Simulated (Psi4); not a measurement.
# SiH2Br− (SMILES [SiH2-]Br): levels of theory compared

Wanted: a comparison of 3 runs (TPSS/STO-3G, revPBE/aug-cc-pVTZ) of SiH2Br−. 

The results are computed with Psi4 1.11.

**1. The system as given**

SiH2Br− has 4 atoms, charge -1, and is taken as a singlet. As SMILES, `[SiH2-]Br`. The shape is that of a GFN2-xTB optimisation.

Bond lengths: Si1–Br2 2.425 Å, Si1–H3 1.496 Å, Si1–H4 1.496 Å. Angles: Br2–Si1–H3 94.3°, Br2–Si1–H4 94.3°, H3–Si1–H4 98.4°.

**2. The energy at TPSS/STO-3G (run 1)**

brh2si.json reads:

```json
{
  "schema_name": "qcschema_input",
  "schema_version": 1,
  "molecule": {
    "schema_name": "qcschema_molecule",
    "schema_version": 2,
    "symbols": ["Si", "Br", "H", "H"],
    "geometry": [-0.36275183, -0.64819496, -1.17051526, 3.18930968, -0.51279608, 1.72167278, -2.28637964, -1.00153595, 0.87190074, -0.54017821, 2.16252699, -1.42307716],
    "molecular_charge": -1,
    "molecular_multiplicity": 1,
    "fix_symmetry": "c1"
  },
  "driver": "energy",
  "model": {
    "method": "tpss",
    "basis": "STO-3G"
  },
  "keywords": {
    "reference": "rks",
    "puream": true,
    "e_convergence": 1e-09,
    "d_convergence": 1e-08,
    "scf_type": "pk",
    "dft_radial_points": 99,
    "dft_spherical_points": 590
  }
}
```

Command:

```sh
$ psi4 --qcschema brh2si.json -n 1 --memory 1600MB
```

stdout:

```text
[...]
  Running in c1 symmetry.
[...]
  Nuclear repulsion =  129.644243351321478
[...]
  Multiplicity = 1
[...]
  Nalpha       = 26
  Nbeta        = 26
[...]
    Number of basis functions: 29
[...]
   @RKS iter   1: -2833.13646925048124   -1.47173e+00   5.59356e-03 DIIS/ADIIS
[...]
   @RKS iter   8: -2833.16862486838772   -1.36424e-12   1.60174e-09 DIIS
[...]
    Orbital Energies [Eh]
    ---------------------
    Doubly Occupied:
       1A   -475.743589     2A    -64.506190     3A    -59.412427
       4A    -54.633505     5A    -54.630403     6A    -54.630362
       7A     -7.343252     8A     -5.329671     9A     -5.317100
      10A     -5.316913    11A     -4.522953    12A     -2.851254
      13A     -2.846746    14A     -2.836641    15A     -1.082728
      16A     -1.079677    17A     -1.079550    18A     -1.071616
      19A     -1.071615    20A     -0.285147    21A     -0.126501
      22A      0.030109    23A      0.064459    24A      0.123041
      25A      0.133255    26A      0.213980
[...]
  @RKS Final Energy: -2833.16862486838772
   => Energetics <=
    Nuclear Repulsion Energy =            129.6442433513214780
    One-Electron Energy =               -4237.8690145777463840
    Two-Electron Energy =                1389.1745956285840293
    DFT Exchange-Correlation Energy =    -114.1184492705467335
    Empirical Dispersion Energy =           0.0000000000000000
    VV10 Nonlocal Energy =                  0.0000000000000000
    Total Energy =                      -2833.1686248683877238
[...]
 Multipole Moments:
 ------------------------------------------------------------------------------------
     Multipole            Electronic (a.u.)      Nuclear  (a.u.)        Total (a.u.)
 ------------------------------------------------------------------------------------
 L = 1.  Multiply by 2.5417464519 to convert [e a0] to [Debye]
 Dipole X            :          9.1219534           -8.0548257            1.0671278
 Dipole Y            :         -1.0795358            1.0329072           -0.0466286
 Dipole Z            :          5.4579779           -4.7099316            0.7480463
 Magnitude           :                                                    1.3040357
[...]
```

The result, in JSON:

```text
{
 "driver": "energy",
 "model": {
  "method": "tpss",
  "basis": "STO-3G"
 },
 "success": true,
 "return_result": -2833.1686248683877,
 "properties": {
  "calcinfo_nbasis": 29,
  "calcinfo_nmo": 29,
  "calcinfo_nalpha": 26,
  "calcinfo_nbeta": 26,
  "calcinfo_natom": 4,
  "nuclear_repulsion_energy": 129.64424335132148,
  "return_energy": -2833.1686248683877,
  "scf_one_electron_energy": -4237.869014577746,
  "scf_two_electron_energy": 1389.174595628584,
  "scf_xc_energy": -114.11844927054673,
  "scf_dipole_moment": [1.0671277552644831, -0.046628571143401576, 0.748046309236301],
  "scf_total_energy": -2833.1686248683877,
  "scf_iterations": 8
 }
}
```

Wall time 10 s (1 thread of Intel Xeon Platinum 8375C at 2.90GHz (Ice Lake), shared host); peak memory 0.49 GiB.

**3. A single-point energy at revPBE/aug-cc-pVTZ (Coulomb fitting set) (run 2)**

run.py reads:

```python
import psi4

psi4.set_memory(1600000000)
psi4.set_num_threads(1)
psi4.set_output_file('psi4.out', False)

molecule = psi4.geometry("""
-1 1
Si    -0.191960    -0.343010    -0.619410
Br     1.687710    -0.271360     0.911070
H     -1.209900    -0.529990     0.461390
H     -0.285850     1.144360    -0.753060
units angstrom
no_reorient
no_com
""")

psi4.set_options({
    'basis': 'aug-cc-pVTZ',
    'reference': 'rks',
    'scf_type': 'df',
    'df_basis_scf': 'def2-universal-jfit',
})

E, wfn = psi4.energy('REVPBE', return_wfn=True)
print(f'total energy {E:.8f} hartree = {E * 27.211386:.5f} eV')
```

Command:

```sh
$ python run.py
```

psi4.out:

```text
[...]
  Running in c1 symmetry.
[...]
  Nuclear repulsion =  129.644243422419237
[...]
  Multiplicity = 1
[...]
  Nalpha       = 26
  Nbeta        = 26
[...]
    Number of basis functions: 155
[...]
   @DF-RKS iter   1: -2864.24322308851151   -1.33553e+00   8.65089e-03 ADIIS/DIIS
[...]
   @DF-RKS iter  10: -2864.68421408887116   -3.64917e-08   2.71544e-07 DIIS
[...]
    Orbital Energies [Eh]
    ---------------------
    Doubly Occupied:
       1A   -480.838535     2A    -65.236000     3A    -61.618018
       4A    -55.522453     5A    -55.520410     6A    -55.520354
       7A     -8.207993     8A     -6.078006     9A     -6.072189
      10A     -6.071807    11A     -4.852817    12A     -3.262030
      13A     -3.256866    14A     -3.255197    15A     -2.279492
      16A     -2.278205    17A     -2.277920    18A     -2.273426
      19A     -2.273414    20A     -0.492855    21A     -0.258776
      22A     -0.112835    23A     -0.109265    24A     -0.072450
      25A     -0.057469    26A      0.016890
[...]
  @DF-RKS Final Energy: -2864.68421408887116
   => Energetics <=
    Nuclear Repulsion Energy =            129.6442434224192368
    One-Electron Energy =               -4253.8154413179881885
    Two-Electron Energy =                1372.3121387207916086
    DFT Exchange-Correlation Energy =    -112.8251549140938153
    Empirical Dispersion Energy =           0.0000000000000000
    VV10 Nonlocal Energy =                  0.0000000000000000
    Total Energy =                      -2864.6842140888711583
[...]
 Multipole Moments:
 ------------------------------------------------------------------------------------
     Multipole            Electronic (a.u.)      Nuclear  (a.u.)        Total (a.u.)
 ------------------------------------------------------------------------------------
 L = 1.  Multiply by 2.5417464519 to convert [e a0] to [Debye]
 Dipole X            :       -104.7673987          103.7207553           -1.0466434
 Dipole Y            :         26.5426473          -25.8616012            0.6810461
 Dipole Z            :        -43.1780593           43.3201573            0.1420980
 Magnitude           :                                                    1.2567728
[...]
```

On the terminal:

```text
total energy -2864.68421409 hartree = -77952.02792 eV
```

Run time: 12 s. Hardware: 1 thread of Intel Xeon Platinum 8375C at 2.90GHz (Ice Lake), shared host; peak memory 0.99 GiB.

**4. The energy at revPBE/aug-cc-pVTZ (density fitting) (run 3)**

input.json reads:

```json
{
 "schema_name": "qcschema_input",
 "schema_version": 1,
 "molecule": {
  "schema_name": "qcschema_molecule",
  "schema_version": 2,
  "symbols": ["Si", "Br", "H", "H"],
  "geometry": [-0.36275183, -0.64819496, -1.17051526, 3.18930968, -0.51279608, 1.72167278, -2.28637964, -1.00153595, 0.87190074, -0.54017821, 2.16252699, -1.42307716],
  "molecular_charge": -1,
  "molecular_multiplicity": 1,
  "fix_com": true,
  "fix_orientation": true
 },
 "driver": "energy",
 "model": {
  "method": "revpbe",
  "basis": "aug-cc-pVTZ"
 },
 "keywords": {
  "scf_type": "df"
 }
}
```

Command:

```sh
$ psi4 --qcschema input.json -n 1 --memory 1600MB
```

stdout:

```text
[...]
  Running in c1 symmetry.
[...]
  Nuclear repulsion =  129.644243351321478
[...]
  Multiplicity = 1
[...]
  Nalpha       = 26
  Nbeta        = 26
[...]
    Number of basis functions: 155
[...]
   @DF-RKS iter   1: -2864.24285135846185   -1.33523e+00   8.65533e-03 DIIS/ADIIS
[...]
   @DF-RKS iter  10: -2864.68396299547067   -3.15740e-08   2.46385e-07 DIIS
[...]
    Orbital Energies [Eh]
    ---------------------
    Doubly Occupied:
       1A   -480.838054     2A    -65.235746     3A    -61.617643
       4A    -55.522107     5A    -55.520221     6A    -55.520074
       7A     -8.207691     8A     -6.077716     9A     -6.071934
      10A     -6.071484    11A     -4.852655    12A     -3.262149
      13A     -3.257102    14A     -3.254266    15A     -2.279216
      16A     -2.277820    17A     -2.277466    18A     -2.273221
      19A     -2.273213    20A     -0.492594    21A     -0.258566
      22A     -0.112665    23A     -0.108969    24A     -0.072226
      25A     -0.057224    26A      0.017070
[...]
  @DF-RKS Final Energy: -2864.68396299547067
   => Energetics <=
    Nuclear Repulsion Energy =            129.6442433513214780
    One-Electron Energy =               -4253.8284120374783015
    Two-Electron Energy =                1372.3257479489022899
    DFT Exchange-Correlation Energy =    -112.8255422582157053
    Empirical Dispersion Energy =           0.0000000000000000
    VV10 Nonlocal Energy =                  0.0000000000000000
    Total Energy =                      -2864.6839629954706652
[...]
 Multipole Moments:
 ------------------------------------------------------------------------------------
     Multipole            Electronic (a.u.)      Nuclear  (a.u.)        Total (a.u.)
 ------------------------------------------------------------------------------------
 L = 1.  Multiply by 2.5417464519 to convert [e a0] to [Debye]
 Dipole X            :       -104.7703326          103.7207553           -1.0495773
 Dipole Y            :         26.5435854          -25.8616012            0.6819842
 Dipole Z            :        -43.1790011           43.3201572            0.1411561
 Magnitude           :                                                    1.2596190
[...]
```

The result, in JSON:

```text
{
 "driver": "energy",
 "model": {
  "method": "revpbe",
  "basis": "aug-cc-pVTZ"
 },
 "success": true,
 "return_result": -2864.6839629954707,
 "properties": {
  "calcinfo_nbasis": 155,
  "calcinfo_nmo": 155,
  "calcinfo_nalpha": 26,
  "calcinfo_nbeta": 26,
  "calcinfo_natom": 4,
  "nuclear_repulsion_energy": 129.64424335132148,
  "return_energy": -2864.6839629954707,
  "scf_one_electron_energy": -4253.828412037478,
  "scf_two_electron_energy": 1372.3257479489023,
  "scf_xc_energy": -112.8255422582157,
  "scf_dipole_moment": [-1.049577301072759, 0.6819842044549169, 0.14115612650767417],
  "scf_total_energy": -2864.6839629954707,
  "scf_iterations": 10
 }
}
```

Run time: 12 s. Hardware: 1 thread of Intel Xeon Platinum 8375C at 2.90GHz (Ice Lake), shared host; peak memory 1.1 GiB.

**5. The series**

```tsv
run	level	integrals	integral approximation	energy (Eh)	HOMO energy (eV)	LUMO energy (eV)	HOMO–LUMO gap (eV)	wall time
1	TPSS/STO-3G	pk	none	-2833.168625	5.82	11.27	5.44	10 s
2	revPBE/aug-cc-pVTZ (Coulomb fitting set)	df	def2-universal-jfit	-2864.684214	0.46	2.67	2.21	12 s
3	revPBE/aug-cc-pVTZ (density fitting)	df	program's default	-2864.683963	0.46	2.69	2.23	12 s
```

**6. Results**

| quantity | value |
| --- | --- |
| run 3: total energy | -2864.68396 Eh |
| run 3: HOMO energy | 0.46 eV |
| run 3: LUMO energy | 2.69 eV |
| run 3: HOMO–LUMO gap (to an unbound level, set by the basis) | 2.23 eV |

What this shows: The HOMO–LUMO gap runs from 2.21 eV (revPBE/aug-cc-pVTZ) to 5.44 eV (TPSS/STO-3G). The two ends differ in method and basis. The empty levels of an anion lie above zero and hang on the basis. Totals of different functionals can't be ranked against each other. In runs 1, 2, 3 the HOMO lies above zero, so the outermost electron may be held by the basis alone. In run 1 the basis is minimal, so the values are rough. All runs together took 35 s, the longest 12 s.
